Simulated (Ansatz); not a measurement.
# AlAsH (quartet): from Hartree-Fock to the top rungs, cc-pVTZ

An exercise on one series of results from a longer session: the logs are not shown, and one member is left open.

The runs use Ansatz 0.2.0, Gaussian basis; cc-pVTZ, core rule «outside noble gas», up to 19 orbitals frozen.

To be run: UHF; CCSD(T) on ROHF; CCSD(T) on UHF; BCCD(T) on ROHF; CCSDT(Q) on ROHF; CCSDT(Q) on UHF.

12 further runs of the same task are left out: 7 for a known fault of the program, 5 set aside as unsound or not needed.

### What is computed

The geometry is a PBE0/def2-TZVP stationary point (not a proven minimum) of the parent state, kept for this charge and spin. No spin-orbit coupling is included. The filled d shell of As may be among the frozen orbitals whatever the setting's name suggests; the logs give the count.

3 atoms, charge 0, spin multiplicity 4.

Atoms are counted from 1 here; the program's logs count them from 0.

Bond lengths: Al1–As2 2.281 Å, As2–H3 1.561 Å. Angles: Al1–As2–H3 68.1°.

Set-up of the first run:

The input, in.yaml:

```yaml
crystal:
  periodic: [false, false, false]
  atoms:
    - {symbol: Al, position_ang: [0.000000, -0.010984, 1.677500]}
    - {symbol: As, position_ang: [0.000000, -0.015337, -0.603790]}
    - {symbol: H, position_ang: [0.000000, 1.434043, -0.024416]}
basis:
  gaussian: {orbitals: cc-pVTZ}
magnetization: {spin_polarized: true, initial_magnetization: 3}
hamiltonian: {xc: hf}
output: {orbitals: {seedname: orbitals}}
```

On the command line:

```console
> ansatz run in.yaml --threads 1 --pin off --events-out ev --progress --plain --max-ram 4096MiB --backend cpu
```

Among the steps run: UHF; CCSD(T) on ROHF; CCSD(T) on UHF; BCCD(T) on ROHF; CCSDT(Q) on ROHF; CCSDT(Q) on UHF.

One table of the session follows, with a row left open; its other results are not shown here.

```
   method  from UCCSDT(Q) (meV)
     ROHF               +5260.1
      UHF               +5084.8
     RMP2               +1033.5
     UMP2               +1033.8
    RCCSD                +289.8
    UCCSD                +276.9
 RCCSD(T)                 +55.5
 UCCSD(T)                 +49.9
  BCCD(T)                     ?
   RCCSDT                 +19.7
   UCCSDT                 +12.7
RCCSDT(Q)                  +6.9
UCCSDT(Q)                     0
```

**Question.** Estimate the row for BCCD(T).

As computed: from UCCSDT(Q) (meV): +54.7. In the column «from UCCSDT(Q) (meV)» it lies between UCCSD(T) (+49.9) and RCCSD(T) (+55.5).

Limits of these values: Restricted and unrestricted rows rest on different reference determinants; where their highest levels disagree by more than a few hundredths of an eV, they describe different states and don't form one ladder.
